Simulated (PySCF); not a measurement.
# The bond of Cu₂+, level by level

One job finds the state of Cu₂+, follows it along the bond with each method and fits the curves.

Method: Cu def2-TZVPPD, no relativity; program: PySCF 2.14.0.

### Step 1. The job

The job is set up so:

```yaml
atoms: Cu, Cu
charge: 1
basis: Cu def2-TZVPPD
Hamiltonian: no relativity
basis_functions: 134
electrons_treated: 57
masses_in_u: 62.9296, 62.9296
levels: PBE0, PBE, r²SCAN, M06, PBEsol, TPSS, MN15, revPBE, LC-ωPBE, HF, MP2, SCS-MP2
grid: 80 radial by 434 angular points
occupations: held fixed by the projection of orbital angular momentum
dissociation_limit: Cu+ + Cu, each in its ground configuration
starting_distance_in_angstrom: 2.370
values_of_2S_to_try: 1, 3
```

Launch:

```sh
> OMP_NUM_THREADS=2 python dia.py task.json out
```

The runs that follow: PBE0 along the bond; Other states along the same grid; PBE (GGA); r²SCAN (meta-GGA); M06; PBEsol (GGA); TPSS; MN15; revPBE; LC-ωPBE; UHF.

Before running it: what results should come out? Wanted: for each run, Re; ωe; De.

**Answer**, as computed:

Lowest PBE0 solution found, without spin–orbit coupling: ²Σg⁺ (doublet), unpaired electrons σ ↑. State 2 has its PBE0 minimum 1.47 eV higher. The other levels ran on the lowest alone.

```csv
level,Re (Å),ωe (cm⁻¹),De (eV)
UHF,2.754,118.2,1.31
UHF-MP2,2.453,179.6,1.74
UHF-SCS-MP2,2.495,167.0,1.63
PBE,2.401,202.1,2.16
PBEsol,2.357,215.6,2.27
revPBE,2.435,190.1,2.00
TPSS,2.384,206.2,2.09
r²SCAN,2.365,209.6,2.17
PBE0,2.456,172.7,1.85
M06,2.410,194.1,1.86
MN15,2.434,185.3,1.89
LC-ωPBE,2.436,184.3,1.85
```

De is counted to Cu+ + Cu in their ground configurations.

The methods spread over 0.397 Å in bond length, from PBEsol to UHF. Among the levels with a De in the table, it runs from 1.31 eV (UHF) to 2.27 eV (PBEsol).

Correlated steps freeze 10 core orbitals. With d or f electrons several states lie close, and the lowest PBE0 determinant need not be the measured ground state.
